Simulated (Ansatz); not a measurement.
# Cyclo-(Me2SnS)3 (C6H18S3Sn3): Born-Oppenheimer dynamics

What does cyclo-(Me2SnS)3 (C6H18S3Sn3) do in its first 15 fs with a Langevin thermostat, with the temperature set to 700 K?

The runs use Ansatz 0.2.0, Gaussian basis; BLYP/def2-SVP with D3(BJ) dispersion.

2 further runs of the same task are left out: 1 that didn't finish, 1 set aside as unsound or not needed.

## Step 1: The relaxed structure

The geometry comes from an earlier relaxation with PBE-D4/def2-SVP; it is a stationary point, not always the lowest conformer. Sn takes the def2 core potential; no spin-orbit term is included.

30 atoms, charge 0, spin multiplicity 1.

Atoms are counted from 1 here; the program's logs count them from 0.

Bond lengths: Sn1–C2 2.168 Å, Sn1–C3 2.166 Å, Sn1–S4 2.455 Å, Sn1–S12 2.463 Å, C2–H13 1.107 Å, C2–H14 1.106 Å, C2–H15 1.107 Å, C3–H16 1.107 Å, C3–H17 1.107 Å, C3–H18 1.106 Å, S4–Sn5 2.454 Å, Sn5–C6 2.168 Å, Sn5–C7 2.166 Å, Sn5–S8 2.463 Å, C6–H19 1.107 Å, C6–H20 1.106 Å, C6–H21 1.107 Å, C7–H22 1.107 Å and more. Angles: C2–Sn1–C3 115.1°, C2–Sn1–S4 110.2°, C2–Sn1–S12 110.7°, C3–Sn1–S4 105.7°, C3–Sn1–S12 104.9°, S4–Sn1–S12 110.0°, Sn1–C2–H13 109.6°, Sn1–C2–H14 107.9°, Sn1–C2–H15 108.8°, H13–C2–H14 110.8°, H13–C2–H15 109.9°, H14–C2–H15 109.9°, Sn1–C3–H16 109.5°, Sn1–C3–H17 109.3°, Sn1–C3–H18 108.8°, H16–C3–H17 109.9°, H16–C3–H18 109.8°, H17–C3–H18 109.6° and more.

## Step 2: Dynamics

in.yaml

```yaml
crystal:
  periodic: [false, false, false]
  atoms:
    - {symbol: Sn, position_ang: [-1.842685, 0.746179, 1.148608]}
    - {symbol: C, position_ang: [-1.174268, 2.776591, 0.787871]}
    - {symbol: C, position_ang: [-3.873946, 0.562630, 1.878849]}
    - {symbol: S, position_ang: [-0.427278, -0.323409, 2.845183]}
    - {symbol: Sn, position_ang: [1.451576, -1.025484, 1.430751]}
    - {symbol: C, position_ang: [0.979724, -2.894686, 0.438794]}
    - {symbol: C, position_ang: [3.183817, -1.080670, 2.730268]}
    - {symbol: S, position_ang: [1.948922, 0.728401, -0.225178]}
    - {symbol: Sn, position_ang: [0.289233, 0.219057, -1.960542]}
    - {symbol: C, position_ang: [-0.019187, 2.090989, -3.010063]}
    - {symbol: C, position_ang: [0.965771, -1.418425, -3.213817]}
    - {symbol: S, position_ang: [-1.797458, -0.567506, -0.934648]}
    - {symbol: H, position_ang: [-1.755344, 3.215439, -0.045912]}
    - {symbol: H, position_ang: [-0.096897, 2.740139, 0.539042]}
    - {symbol: H, position_ang: [-1.328383, 3.371144, 1.708839]}
    - {symbol: H, position_ang: [-4.568147, 1.044388, 1.164180]}
    - {symbol: H, position_ang: [-3.953043, 1.052345, 2.868362]}
    - {symbol: H, position_ang: [-4.122779, -0.510381, 1.976064]}
    - {symbol: H, position_ang: [1.755627, -3.118100, -0.318354]}
    - {symbol: H, position_ang: [-0.011249, -2.781758, -0.040005]}
    - {symbol: H, position_ang: [0.945206, -3.703048, 1.194310]}
    - {symbol: H, position_ang: [3.001550, -1.795768, 3.555270]}
    - {symbol: H, position_ang: [4.070735, -1.395946, 2.148279]}
    - {symbol: H, position_ang: [3.349785, -0.069749, 3.146426]}
    - {symbol: H, position_ang: [-0.818727, 1.959557, -3.763986]}
    - {symbol: H, position_ang: [-0.317831, 2.865221, -2.279464]}
    - {symbol: H, position_ang: [0.921718, 2.393980, -3.508380]}
    - {symbol: H, position_ang: [2.067190, -1.364417, -3.306317]}
    - {symbol: H, position_ang: [0.500152, -1.342411, -4.215228]}
    - {symbol: H, position_ang: [0.676214, -2.374294, -2.739241]}
basis:
  gaussian: {orbitals: def2-SVP}
hamiltonian: {xc: {name: BLYP}, dispersion: d3bj}
md: {timestep: 1 fs, n_steps: 15, ensemble: nvt_langevin, temperature: 700, initial_velocities: maxwell_boltzmann, friction: 0.01, seed: 38}
scf: {omitted_lower_state_checks: [starts]}
```

Run with:

```
$ ansatz run in.yaml --threads 2 --pin off --events-out ev --progress --plain --max-ram 32768MiB --backend cuda --devices 0, --max-vram 18GiB
```

The program printed:

```text
Functional definition: BLYP
  name "BLYP"
  cite "Becke, Phys. Rev. A 38, 3098 (1988) doi:10.1103/PhysRevA.38.3098"
  cite "Lee, Yang & Parr, Phys. Rev. B 37, 785 (1988) doi:10.1103/PhysRevB.37.785"
  parameter beta = 0.0042
  parameter a = 0.04918
  parameter b = 0.132
  parameter c = 0.2533
  parameter d = 0.349
  exchange = b88_x(beta = beta)
  correlation = lyp_c(a = a, b = b, c = c, d = d)
these checks for a lower state are left out or cut short: starts
3480 factors; their error is unknown
mean field evaluation 1: about -56450.3751 eV, gradient 1.3e2 eV
mean field evaluation 2: about -56363.8742 eV, gradient 2.0e2 eV
mean field evaluation 4: about -56495.6735 eV, gradient 1.8e1 eV
mean field evaluation 8: about -56496.6369 eV, gradient 1.7e-1 eV
mean field evaluation 16: about -56496.5069 eV, gradient 2.7e-3 eV
mean field -56496.50689363 eV, -2076.2083336330 hartree, gradient 4.0e-5 eV, S^2 0.000000; 0 other end points of the search recorded, 0 dependent functions left out
the calculation of the forces begins
reference -56496.50747864 eV, -2076.2083551318 hartree; 84, 84 occupied and 222, 222 virtual orbitals, 3480 factors
md step     0: t =     0.00 fs  T =   676.7 K  F+E_penalty+E_count = -56499.15437183 eV  E_kin = 2.623978 eV  (33 SCF iters)
these checks for a lower state are left out or cut short: starts, cluster_reference, orbital_swaps, neighbouring_geometries, increment
3480 factors; their error is unknown
mean field -56496.25109895 eV, -2076.1989333519 hartree, gradient 1.3e-5 eV, S^2 0.000000; 0 other end points of the search recorded, 0 dependent functions left out
the calculation of the forces begins
reference -56496.25168410 eV, -2076.1989548560 hartree; 84, 84 occupied and 222, 222 virtual orbitals, 3480 factors
md step     1: t =     1.00 fs  T =   614.3 K  F+E_penalty+E_count = -56498.89662806 eV  E_kin = 2.382234 eV  (32 SCF iters, 3 dispersion substeps)
these checks for a lower state are left out or cut short: starts, cluster_reference, orbital_swaps, neighbouring_geometries, increment
3480 factors; their error is unknown
mean field evaluation 32: about -56495.7267 eV, gradient 2.6e-1 eV
mean field -56495.72688959 eV, -2076.1796690133 hartree, gradient 1.3e-5 eV, S^2 0.000000; 0 other end points of the search recorded, 0 dependent functions left out
the calculation of the forces begins
reference -56495.72747484 eV, -2076.1796905207 hartree; 84, 84 occupied and 222, 222 virtual orbitals, 3480 factors
md step     2: t =     2.00 fs  T =   479.5 K  F+E_penalty+E_count = -56498.37010491 eV  E_kin = 1.859514 eV  (32 SCF iters, 3 dispersion substeps)
these checks for a lower state are left out or cut short: starts, cluster_reference, orbital_swaps, neighbouring_geometries, increment
3480 factors; their error is unknown
mean field -56495.53518336 eV, -2076.1726239394 hartree, gradient 1.2e-5 eV, S^2 0.000000; 0 other end points of the search recorded, 0 dependent functions left out
the calculation of the forces begins
reference -56495.53576908 eV, -2076.1726454642 hartree; 84, 84 occupied and 222, 222 virtual orbitals, 3480 factors
md step     3: t =     3.00 fs  T =   431.9 K  F+E_penalty+E_count = -56498.17566233 eV  E_kin = 1.674667 eV  (33 SCF iters, 3 dispersion substeps)
these checks for a lower state are left out or cut short: starts, cluster_reference, orbital_swaps, neighbouring_geometries, increment
3480 factors; their error is unknown
mean field -56495.78153982 eV, -2076.1816773724 hartree, gradient 1.2e-5 eV, S^2 0.000000; 0 other end points of the search recorded, 0 dependent functions left out
the calculation of the forces begins
reference -56495.78212650 eV, -2076.1816989323 hartree; 84, 84 occupied and 222, 222 virtual orbitals, 3480 factors
md step     4: t =     4.00 fs  T =   486.4 K  F+E_penalty+E_count = -56498.41878339 eV  E_kin = 1.886089 eV  (33 SCF iters, 3 dispersion substeps)
these checks for a lower state are left out or cut short: starts, cluster_reference, orbital_swaps, neighbouring_geometries, increment
3480 factors; their error is unknown
mean field -56495.96714260 eV, -2076.1884981485 hartree, gradient 1.3e-5 eV, S^2 0.000000; 0 other end points of the search recorded, 0 dependent functions left out
the calculation of the forces begins
reference -56495.96773024 eV, -2076.1885197441 hartree; 84, 84 occupied and 222, 222 virtual orbitals, 3480 factors
md step     5: t =     5.00 fs  T =   537.9 K  F+E_penalty+E_count = -56498.60120723 eV  E_kin = 2.085766 eV  (33 SCF iters, 3 dispersion substeps)
these checks for a lower state are left out or cut short: starts, cluster_reference, orbital_swaps, neighbouring_geometries, increment
3480 factors; their error is unknown
mean field evaluation 64: about -56495.7681 eV, gradient 1.3e-5 eV
mean field -56495.76813616 eV, -2076.1811847970 hartree, gradient 1.3e-5 eV, S^2 0.000000; 0 other end points of the search recorded, 0 dependent functions left out
the calculation of the forces begins
reference -56495.76872440 eV, -2076.1812064141 hartree; 84, 84 occupied and 222, 222 virtual orbitals, 3480 factors
md step     6: t =     6.00 fs  T =   472.5 K  F+E_penalty+E_count = -56498.39996010 eV  E_kin = 1.832093 eV  (33 SCF iters, 3 dispersion substeps)
these checks for a lower state are left out or cut short: starts, cluster_reference, orbital_swaps, neighbouring_geometries, increment
3480 factors; their error is unknown
mean field -56495.35383726 eV, -2076.1659595932 hartree, gradient 1.4e-5 eV, S^2 0.000000; 0 other end points of the search recorded, 0 dependent functions left out
the calculation of the forces begins
reference -56495.35442592 eV, -2076.1659812261 hartree; 84, 84 occupied and 222, 222 virtual orbitals, 3480 factors
md step     7: t =     7.00 fs  T =   410.8 K  F+E_penalty+E_count = -56497.98371843 eV  E_kin = 1.592946 eV  (33 SCF iters, 3 dispersion substeps)
these checks for a lower state are left out or cut short: starts, cluster_reference, orbital_swaps, neighbouring_geometries, increment
3480 factors; their error is unknown
mean field -56495.09414175 eV, -2076.1564159591 hartree, gradient 1.4e-5 eV, S^2 0.000000; 0 other end points of the search recorded, 0 dependent functions left out
the calculation of the forces begins
reference -56495.09473100 eV, -2076.1564376135 hartree; 84, 84 occupied and 222, 222 virtual orbitals, 3480 factors
md step     8: t =     8.00 fs  T =   330.2 K  F+E_penalty+E_count = -56497.72110566 eV  E_kin = 1.280378 eV  (32 SCF iters, 3 dispersion substeps)
these checks for a lower state are left out or cut short: starts, cluster_reference, orbital_swaps, neighbouring_geometries, increment
3480 factors; their error is unknown
mean field -56495.23067510 eV, -2076.1614334673 hartree, gradient 1.4e-5 eV, S^2 0.000000; 0 other end points of the search recorded, 0 dependent functions left out
the calculation of the forces begins
reference -56495.23126526 eV, -2076.1614551552 hartree; 84, 84 occupied and 222, 222 virtual orbitals, 3480 factors
md step     9: t =     9.00 fs  T =   377.1 K  F+E_penalty+E_count = -56497.85369176 eV  E_kin = 1.462340 eV  (33 SCF iters, 3 dispersion substeps)
these checks for a lower state are left out or cut short: starts, cluster_reference, orbital_swaps, neighbouring_geometries, increment
3480 factors; their error is unknown
mean field -56495.62288737 eV, -2076.1758470024 hartree, gradient 1.4e-5 eV, S^2 0.000000; 0 other end points of the search recorded, 0 dependent functions left out
the calculation of the forces begins
reference -56495.62347879 eV, -2076.1758687365 hartree; 84, 84 occupied and 222, 222 virtual orbitals, 3480 factors
md step    10: t =    10.00 fs  T =   493.2 K  F+E_penalty+E_count = -56498.24178785 eV  E_kin = 1.912425 eV  (33 SCF iters, 3 dispersion substeps)
these checks for a lower state are left out or cut short: starts, cluster_reference, orbital_swaps, neighbouring_geometries, increment
3480 factors; their error is unknown
mean field evaluation 96: about -56495.8760 eV, gradient 1.4e-4 eV
mean field -56495.87601907 eV, -2076.1851494207 hartree, gradient 1.3e-5 eV, S^2 0.000000; 0 other end points of the search recorded, 0 dependent functions left out
the calculation of the forces begins
reference -56495.87661159 eV, -2076.1851711954 hartree; 84, 84 occupied and 222, 222 virtual orbitals, 3480 factors
md step    11: t =    11.00 fs  T =   543.4 K  F+E_penalty+E_count = -56498.49159908 eV  E_kin = 2.107307 eV  (33 SCF iters, 3 dispersion substeps)
these checks for a lower state are left out or cut short: starts, cluster_reference, orbital_swaps, neighbouring_geometries, increment
3480 factors; their error is unknown
mean field -56495.65864104 eV, -2076.1771609255 hartree, gradient 1.3e-5 eV, S^2 0.000000; 0 other end points of the search recorded, 0 dependent functions left out
the calculation of the forces begins
reference -56495.65923396 eV, -2076.1771827149 hartree; 84, 84 occupied and 222, 222 virtual orbitals, 3480 factors
md step    12: t =    12.00 fs  T =   499.2 K  F+E_penalty+E_count = -56498.27197011 eV  E_kin = 1.935723 eV  (33 SCF iters, 3 dispersion substeps)
these checks for a lower state are left out or cut short: starts, cluster_reference, orbital_swaps, neighbouring_geometries, increment
3480 factors; their error is unknown
mean field -56495.18035612 eV, -2076.1595842789 hartree, gradient 1.2e-5 eV, S^2 0.000000; 0 other end points of the search recorded, 0 dependent functions left out
the calculation of the forces begins
reference -56495.18094904 eV, -2076.1596060683 hartree; 84, 84 occupied and 222, 222 virtual orbitals, 3480 factors
md step    13: t =    13.00 fs  T =   414.5 K  F+E_penalty+E_count = -56497.79158076 eV  E_kin = 1.607349 eV  (33 SCF iters, 3 dispersion substeps)
these checks for a lower state are left out or cut short: starts, cluster_reference, orbital_swaps, neighbouring_geometries, increment
3480 factors; their error is unknown
mean field -56495.06153409 eV, -2076.1552176497 hartree, gradient 1.3e-5 eV, S^2 0.000000; 0 other end points of the search recorded, 0 dependent functions left out
the calculation of the forces begins
reference -56495.06212732 eV, -2076.1552394505 hartree; 84, 84 occupied and 222, 222 virtual orbitals, 3480 factors
md step    14: t =    14.00 fs  T =   434.6 K  F+E_penalty+E_count = -56497.67005915 eV  E_kin = 1.685468 eV  (33 SCF iters, 3 dispersion substeps)
these checks for a lower state are left out or cut short: starts, cluster_reference, orbital_swaps, neighbouring_geometries, increment
3480 factors; their error is unknown
mean field -56495.33830454 eV, -2076.1653887762 hartree, gradient 1.3e-5 eV, S^2 0.000000; 0 other end points of the search recorded, 0 dependent functions left out
the calculation of the forces begins
reference -56495.33889829 eV, -2076.1654105959 hartree; 84, 84 occupied and 222, 222 virtual orbitals, 3480 factors
these checks for a lower state are left out or cut short: starts
3480 factors; their error is unknown
mean field evaluation 128: about -56495.4662 eV, gradient 2.5e-1 eV
mean field -56495.33830454 eV, -2076.1653887762 hartree, gradient 1.4e-5 eV, S^2 0.000000; 0 other end points of the search recorded, 0 dependent functions left out
the calculation of the forces begins
reference -56495.33889829 eV, -2076.1654105959 hartree; 84, 84 occupied and 222, 222 virtual orbitals, 3480 factors
md step    15: t =    15.00 fs  T =   518.3 K  F+E_penalty+E_count = -56497.94331139 eV  E_kin = 2.010045 eV  (15 SCF iters, 3 dispersion substeps)
Total energy: -56497.94390514 eV, -2076.2611428320 hartree
Atom 0 at    -1.911970     0.756621     1.147829 Å, force     0.884613     0.563303     0.265230 eV/Å
Atom 1 at    -1.201533     2.876419     0.643942 Å, force    -1.170003    -0.996254    -2.008849 eV/Å
Atom 2 at    -3.933780     0.709149     2.015956 Å, force     0.684077    -0.067241    -0.888382 eV/Å
Atom 3 at    -0.320705    -0.363081     2.913169 Å, force    -1.175538     0.674455    -0.468401 eV/Å
Atom 4 at     1.467606    -1.028373     1.423689 Å, force     0.410204    -0.976243     1.333811 eV/Å
Atom 5 at     1.022765    -2.855189     0.375345 Å, force     0.197318    -0.504146    -1.857690 eV/Å
Atom 6 at     3.176327    -1.005586     2.813184 Å, force     0.230730    -0.865031    -0.052474 eV/Å
Atom 7 at     2.010724     0.681390    -0.109121 Å, force    -0.081304     0.904690    -1.435450 eV/Å
Atom 8 at     0.311347     0.223782    -1.943203 Å, force     0.470950    -2.100298     0.320599 eV/Å
Atom 9 at    -0.051076     1.992206    -2.968212 Å, force     0.067473     1.713808     2.218153 eV/Å
Atom 10 at     1.011912    -1.483501    -3.401099 Å, force    -1.192588     0.932683     1.402251 eV/Å
Atom 11 at    -1.865683    -0.556861    -1.003501 Å, force     0.073042     0.078921     0.360284 eV/Å
Atom 12 at    -1.643169     3.342098    -0.327114 Å, force     0.478311    -0.814533     1.378340 eV/Å
Atom 13 at    -0.146326     2.726038     0.568396 Å, force     1.339336    -0.097585    -0.425104 eV/Å
Atom 14 at    -1.356821     3.488103     1.491453 Å, force    -0.598576     1.099176     1.403225 eV/Å
Atom 15 at    -4.528537     1.175873     1.217864 Å, force    -0.368894     0.196007     0.119586 eV/Å
Atom 16 at    -3.987545     1.212597     2.990157 Å, force    -0.048471    -0.065109     0.113009 eV/Å
Atom 17 at    -4.094570    -0.368614     2.005943 Å, force    -0.507055    -0.413876     0.468638 eV/Å
Atom 18 at     1.834096    -2.934040    -0.454294 Å, force    -0.765832    -0.243626     1.261346 eV/Å
Atom 19 at     0.081872    -2.652014    -0.227226 Å, force     0.411804    -0.323133     0.781550 eV/Å
Atom 20 at     0.940584    -3.789505     1.012342 Å, force     0.106206     0.767593    -0.534256 eV/Å
Atom 21 at     3.028863    -1.640697     3.738086 Å, force     0.098467     0.498797    -0.691606 eV/Å
Atom 22 at     4.133959    -1.221689     2.303627 Å, force    -0.053922    -0.690242    -0.142248 eV/Å
Atom 23 at     3.338215     0.033557     3.046636 Å, force    -0.346070     1.062445     0.687361 eV/Å
Atom 24 at    -0.821768     1.778572    -3.635246 Å, force    -1.649951    -0.362597    -1.816363 eV/Å
Atom 25 at    -0.389911     2.802124    -2.264746 Å, force     0.264907    -0.451503    -0.356527 eV/Å
Atom 26 at     0.872748     2.258509    -3.416549 Å, force     1.203427     0.618256    -0.974023 eV/Å
Atom 27 at     2.043811    -1.275287    -3.523643 Å, force     1.658918     0.305194    -0.306865 eV/Å
Atom 28 at     0.492232    -1.488813    -4.361217 Å, force    -0.398212     0.034027    -0.209483 eV/Å
Atom 29 at     0.900453    -2.395769    -2.815405 Å, force    -0.223363    -0.477939     0.054337 eV/Å
Dipole moment:    -0.080192     0.173131    -0.458935 e Å
Checks for a lower state left out: starts
```

Run time: 1.7 min. Hardware: 1 × H100 (card shared with other runs) with 2 threads of AMD EPYC 7R13, shared host; peak host memory 0.99 GiB.

## Step 3: Frames and traces

Step by step, with energies from the first frame:

```csv
time (fs),T (K),potential (meV),C10–H25 (Å)
0.0,677,0.0,1.107
1.0,614,257.7,1.063
2.0,480,784.3,1.035
3.0,432,978.7,1.036
4.0,486,735.6,1.064
5.0,538,553.2,1.114
6.0,472,754.4,1.166
7.0,411,1170.7,1.204
8.0,330,1433.3,1.221
9.0,377,1300.7,1.213
10.0,493,912.6,1.177
11.0,543,662.8,1.120
12.0,499,882.4,1.061
13.0,415,1362.8,1.018
14.0,435,1484.3,1.011
15.0,518,1211.1,1.041
```

Positions (Å) and forces (eV/Å) at 15.0 fs:

```xyz
30

Sn   -1.912    0.757    1.148    0.885    0.563    0.265
C    -1.202    2.876    0.644   -1.170   -0.996   -2.009
C    -3.934    0.709    2.016    0.684   -0.067   -0.888
S    -0.321   -0.363    2.913   -1.176    0.674   -0.468
Sn    1.468   -1.028    1.424    0.410   -0.976    1.334
C     1.023   -2.855    0.375    0.197   -0.504   -1.858
C     3.176   -1.006    2.813    0.231   -0.865   -0.052
S     2.011    0.681   -0.109   -0.081    0.905   -1.435
Sn    0.311    0.224   -1.943    0.471   -2.100    0.321
C    -0.051    1.992   -2.968    0.067    1.714    2.218
C     1.012   -1.484   -3.401   -1.193    0.933    1.402
S    -1.866   -0.557   -1.004    0.073    0.079    0.360
H    -1.643    3.342   -0.327    0.478   -0.815    1.378
H    -0.146    2.726    0.568    1.339   -0.098   -0.425
H    -1.357    3.488    1.491   -0.599    1.099    1.403
H    -4.529    1.176    1.218   -0.369    0.196    0.120
H    -3.988    1.213    2.990   -0.048   -0.065    0.113
H    -4.095   -0.369    2.006   -0.507   -0.414    0.469
H     1.834   -2.934   -0.454   -0.766   -0.244    1.261
H     0.082   -2.652   -0.227    0.412   -0.323    0.782
H     0.941   -3.790    1.012    0.106    0.768   -0.534
H     3.029   -1.641    3.738    0.098    0.499   -0.692
H     4.134   -1.222    2.304   -0.054   -0.690   -0.142
H     3.338    0.034    3.047   -0.346    1.062    0.687
H    -0.822    1.779   -3.635   -1.650   -0.363   -1.816
H    -0.390    2.802   -2.265    0.265   -0.452   -0.357
H     0.873    2.259   -3.417    1.203    0.618   -0.974
H     2.044   -1.275   -3.524    1.659    0.305   -0.307
H     0.492   -1.489   -4.361   -0.398    0.034   -0.209
H     0.900   -2.396   -2.815   -0.223   -0.478    0.054
```

## Step 4: Results

```
                         quantity                          value
                           length             15 steps of 1.0 fs
temperature, first and last frame                     677, 518 K
         temperature, second half  mean 451 K, from 330 to 543 K
           swing of the potential                       1484 meV
                 range of C10–H25               1.011 to 1.221 Å
```

**Reading.** From 677 K at the start the temperature swings between 330 and 677 K: with 30 atoms it has no steady value yet; starting near a minimum, about half of the kinetic energy flows into the potential. C10–H25 swings most, by 0.21 Å; no bond breaks. A run of 15 fs gives no averages.
